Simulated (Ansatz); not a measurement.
# AlHClO (SMILES [O][AlH][Cl]) at RPA@PBE/STO-3G

What is the electronic atomisation energy of AlHClO at RPA@PBE/STO-3G? 

Program for the calculation: Ansatz 0.2.0.

60 further runs of the same task are left out: 7 that didn't finish, 53 set aside as unsound or not needed.

### 1 The system as given

AlHClO: 4 atoms, total charge 0, spin state doublet. SMILES: `[O][AlH][Cl]`. Geometry: relaxed at PBE0-D4/def2-TZVP.

Bond lengths: O1–Al2 1.729 Å, Al2–Cl3 2.081 Å, Al2–H4 1.566 Å. Angles: O1–Al2–Cl3 116.2°, O1–Al2–H4 118.8°, Cl3–Al2–H4 125.0°.

### 2 A single-point energy at RPA@PBE/STO-3G

input.yaml reads:

```yaml
crystal:
  periodic: [false, false, false]
  atoms:
    - {symbol: O, position_ang: [0.290600, -1.035900, 1.350600]}
    - {symbol: Al, position_ang: [0.118400, 0.049000, 0.015600]}
    - {symbol: Cl, position_ang: [-1.573200, -0.210600, -1.168800]}
    - {symbol: H, position_ang: [1.219700, 1.137300, -0.217800]}
basis:
  gaussian: {orbitals: STO-3G}
correlation: {method: rpa, frozen_orbitals: {Al: 5, Cl: 5, H: 0, O: 1}}
accuracy: high
magnetization: {spin_polarized: true, initial_magnetization: 1}
hamiltonian: {xc: {name: PBE}}
```

Started as:

```bash
$ ansatz run input.yaml --threads 1 --pin off --max-ram 2610MiB --events-out events.jsonl --progress --plain --runs-dir runs
```

Output:

```text
Warning: RAYON_NUM_THREADS=1 ignored (pool sized by the plan → 1); use --threads N
Functional definition: PBE
  name "PBE"
  parameter kappa = 0.804
  parameter beta = 0.06672455060314922
  exchange = pbe_x(kappa = kappa, mu = beta*pi^2/3)
  correlation = pbe_c(beta = beta)
432 factors; integrals over basis functions are off by at most 2.4e-8 eV
mean field evaluation 1: about -20924.5084 eV, gradient 2.0e1 eV
mean field evaluation 2: about -20924.4872 eV, gradient 2.0e1 eV
mean field evaluation 4: about -20926.7961 eV, gradient 9.9e0 eV
mean field evaluation 8: about -20927.7442 eV, gradient 3.6e-2 eV
mean field evaluation 16: about -20927.7442 eV, gradient 6.8e-6 eV
mean field evaluation 32: about -20927.2775 eV, gradient 8.7e-1 eV
mean field -20927.74416860 eV, -769.0804128616 hartree, gradient 3.6e-8 eV, S^2 0.753817; 4 other end points of the search recorded, 0 dependent functions left out
11 core orbitals not correlated: weight in the atoms' cores, before any rotation towards them, 0.999 or more for the frozen orbitals, at most 0.000 for the correlated occupied ones
reference -20900.56037717 eV, -768.0814269525 hartree; 9, 8 occupied and 4, 5 virtual orbitals, 432 factors
Total energy: -20904.52025661 eV, -768.2269498378 hartree
```

It took 4.2 s on 1 thread of Arm Neoverse V1, shared host; peak memory 0.14 GiB.

### 3 The Al atom at the same level

run.yaml reads:

```yaml
crystal:
  periodic: [false, false, false]
  atoms:
    - symbol: Al
      position_ang: [0.000000, 0.000000, 0.000000]
basis:
  gaussian:
    orbitals: STO-3G
magnetization:
  spin_polarized: true
  initial_magnetization: 1
hamiltonian:
  xc: pbe
correlation:
  method: rpa
  frozen_orbitals: {Al: 5}
accuracy: high
```

Run the same way, it converges to -238.91265 Eh (log not shown).

### 4 The Cl atom at the same level

molecule.yaml reads:

```yaml
crystal:
  periodic: [false, false, false]
  atoms:
    - {symbol: Cl, position_ang: [0.000000, 0.000000, 0.000000]}
basis:
  gaussian:
    orbitals: STO-3G
magnetization:
  spin_polarized: true
  initial_magnetization: 1
hamiltonian:
  xc: {name: PBE}
correlation:
  method: rpa
  frozen_orbitals: {Cl: 5}
accuracy: high
```

Run the same way, it converges to -454.57165 Eh (log not shown).

### 5 The H atom, same level

molecule.yaml reads:

```yaml
basis:
  gaussian: {orbitals: STO-3G}
crystal:
  periodic: [false, false, false]
  atoms:
    - {symbol: H, position_ang: [0.000000, 0.000000, 0.000000]}
magnetization: {spin_polarized: true, initial_magnetization: 1}
hamiltonian: {xc: {name: PBE}}
correlation: {method: rpa, frozen_orbitals: {H: 0}}
accuracy: high
```

Run the same way, it converges to -0.46658 Eh (log not shown).

### 6 The O atom at the same level

run.yaml reads:

```yaml
basis:
  gaussian:
    orbitals: STO-3G
crystal:
  periodic: [false, false, false]
  atoms:
    - {symbol: O, position_ang: [0.000000, 0.000000, 0.000000]}
magnetization:
  spin_polarized: true
  initial_magnetization: 2
hamiltonian:
  xc: pbe
correlation:
  method: rpa
  frozen_orbitals: {O: 1}
accuracy: high
```

Run the same way, it converges to -73.83858 Eh (log not shown).

### 7 Summary of results

Level: RPA@PBE/STO-3G, 11 core orbitals frozen.

```
                                   quantity          value
                     molecule: total energy  -768.22695 Eh
 molecule: RPA correlation energy (valence)     -145.5 mEh
molecule: ⟨S²⟩ of the reference determinant          0.754
                      Al atom: total energy  -238.91265 Eh
  Al atom: RPA correlation energy (valence)      -57.5 mEh
 Al atom: ⟨S²⟩ of the reference determinant          0.750
                      Cl atom: total energy  -454.57165 Eh
  Cl atom: RPA correlation energy (valence)      -29.7 mEh
 Cl atom: ⟨S²⟩ of the reference determinant          0.750
                       H atom: total energy    -0.46658 Eh
             H atom: RPA correlation energy        0.0 mEh
  H atom: ⟨S²⟩ of the reference determinant          0.750
                       O atom: total energy   -73.83858 Eh
   O atom: RPA correlation energy (valence)      -34.4 mEh
  O atom: ⟨S²⟩ of the reference determinant          2.000
              electronic atomisation energy      11.905 eV
```

In words: Taking the molecule apart into free atoms costs 11.90 eV (1149 kJ/mol), before zero-point energy and without spin-orbit coupling. In a minimal basis such a difference can be off by several eV, whatever the method.
